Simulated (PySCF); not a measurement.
# GeF2 (SMILES [F][Ge][F]) at B2PLYP/STO-3G

What is the vertical ionisation energy of GeF2 at B2PLYP/STO-3G? The job is set up through a Python script.

Program for the calculation: PySCF 2.14.0.

6 further runs of the same task are left out: 6 set aside as unsound or not needed.

**1. The molecule**

GeF2 has 3 atoms, charge 0, and is taken as a singlet. As SMILES, `[F][Ge][F]`. The shape comes from GFN2-xTB, which is rough for such elements, and wasn't checked as a minimum.

Bond lengths: Ge1–F2 1.800 Å, Ge1–F3 1.798 Å. Angles: F2–Ge1–F3 94.7°.

**2. A single-point energy at B2PLYP/STO-3G**

File geometry.xyz:

```xyz
3

Ge     0.004500    -0.007920    -0.812340
F      1.320810    -0.018750     0.415140
F     -1.325320     0.026670     0.397200
```

File input.py:

```python
from pyscf import gto, dft, mp

mol = gto.M(
    atom='geometry.xyz',
    verbose=3,
    charge=0,
    basis='sto-3g',
    max_memory=1860,
    spin=0,
)

myscf = dft.RKS(mol)
myscf.xc = '0.53*HF + 0.47*B88, 0.73*LYP'
myscf.conv_tol = 1e-10
myscf.grids.level = 5
myscf.kernel()
if not myscf.converged:
    myscf = myscf.newton().run(myscf.mo_coeff, myscf.mo_occ)

pt = mp.MP2(myscf, frozen=11).run()
e_tot = myscf.e_tot + 0.27 * pt.e_corr
print('PT2 part  %.8f' % (0.27 * pt.e_corr))
print('Final energy', e_tot)
```

The run is started by

```bash
$ OMP_NUM_THREADS=1 python input.py
```

The program printed:

```text
converged SCF energy = -2249.24396053395
E(RMP2) = -2249.38398083132  E_corr = -0.140020297373291
E(SCS-RMP2) = -2249.38311648653  E_corr = -0.139155952579204
PT2 part  -0.03780548
Final energy -2249.281766014241
```

Run time: 1.6 s. Hardware: 1 thread of AMD EPYC 9R45 (Zen 5), shared host; peak memory 0.23 GiB.

**3. The doublet cation at the same level**

File calc.py:

```python
from pyscf import gto, dft, mp

mol = gto.Mole()
mol.atom = '''
Ge       0.004500      -0.007920      -0.812340
F        1.320810      -0.018750       0.415140
F       -1.325320       0.026670       0.397200
'''
mol.verbose = 3
mol.basis = 'sto-3g'
mol.spin = 1
mol.charge = 1
mol.max_memory = 1860
mol.build()

mf = dft.UKS(mol, xc='0.53*HF + 0.47*B88, 0.73*LYP')
mf.conv_tol = 1e-10
mf.grids.level = 5
mf.kernel()
if not mf.converged:
    mf = mf.newton().run(mf.mo_coeff, mf.mo_occ)

pt = mp.MP2(mf, frozen=11).run()
e_final = mf.e_tot + 0.27 * pt.e_corr
print('PT2 part  %.8f' % (0.27 * pt.e_corr))
print('E(%s) = %.9f' % ('B2PLYP', e_final))
```

The run is started by

```bash
$ OMP_NUM_THREADS=1 python calc.py
```

The program printed:

```text
WARN: HOMO -0.558992413731254 >= LUMO -0.558992413731256

converged SCF energy = -2248.98048121155  <S^2> = 0.78769763  2S+1 = 2.0373489
E(UMP2) = -2249.13548515216  E_corr = -0.155003940609321
E(SCS-UMP2) = -2249.12931559737  E_corr = -0.148834385820851
PT2 part  -0.04185106
E(B2PLYP) = -2249.022332276
```

Run time: 3.3 s. Hardware: 1 thread of AMD EPYC 9R45 (Zen 5), shared host; peak memory 0.24 GiB.

**4. What came out**

At B2PLYP/STO-3G, 11 core orbitals frozen:

| quantity | value |
| --- | --- |
| singlet GeF2: total energy | -2249.28177 Eh |
| singlet GeF2: dipole moment (SCF part) | 0.70 D |
| singlet GeF2: HOMO energy (SCF part's orbitals) | -5.23 eV |
| singlet GeF2: LUMO energy (SCF part's orbitals) | 2.69 eV |
| singlet GeF2: HOMO–LUMO gap (SCF part's orbitals) | 7.92 eV |
| doublet cation: total energy | -2249.02233 Eh |
| doublet cation: HOMO energy (SCF part's orbitals) (highest over α and β) | -15.68 eV |
| doublet cation: LUMO energy (SCF part's orbitals) (lowest over α and β) | -9.06 eV |
| doublet cation: ⟨S²⟩ | 0.788 |
| vertical ionisation energy (to the doublet cation) | 7.060 eV |

What this shows: The vertical ionisation energy comes to 7.06 eV (163 kcal/mol). −ε(HOMO) before ionisation, 5.23 eV, is 1.83 eV below this ionisation energy. In a minimal basis such a difference can be off by several eV, whatever the method. Mulliken charges (singlet GeF2) run from -0.25 on F2 to +0.50 on Ge1. Mulliken charges (doublet cation) run from -0.04 on F3 to +1.08 on Ge1; they depend strongly on the basis.
